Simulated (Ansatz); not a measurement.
RuCl2: equation of state with PBE

RuCl2:

```
Ru Cl
1.0
     3.54969    0.00000    0.00000
    -1.77485    3.07412    0.00000
     0.00000    0.00000    5.72639
Ru Cl
1 2
Direct
  0.00000 0.00000 0.00000
  0.33333 0.66667 0.25200
  0.66667 0.33333 0.74800
```

The cell comes from a database or a generator and needn't be the stable form of this composition.

* Program: Ansatz 0.2.0
* Task: equation of state
* Functional: PBE
* Potentials or basis: Ansatz PAW
* Cutoff: 420 eV
* Density cutoff: 1680 eV
* k mesh: 9 × 9 × 5
* Occupations: fermi-dirac, width 0.05 eV
* Spin: no spin polarisation

```json
{
 "Equilibrium volume": "19.22 Å³/atom (rough: see the caveat)",
 "Bulk modulus at fixed shape and positions": "90 GPa (rough)"
}
```

Energy against volume, from the lowest point:
```tsv
volume (Å³/atom)	energy (meV/atom)
19.579	0.00
19.996	6.30
20.413	16.58
20.829	30.35
21.246	47.17
21.662	66.65
22.079	88.45
```

All runs of the series together: 7.1 s on 2 threads of Intel(R) Xeon(R) 6975P-C (Granite Rapids) (shared host).

Caveat: the minimum lies outside the volumes run; the cell was scaled at fixed shape and fractional positions, which overstates the stiffness of a crystal with free parameters, most of all of layers and chains.
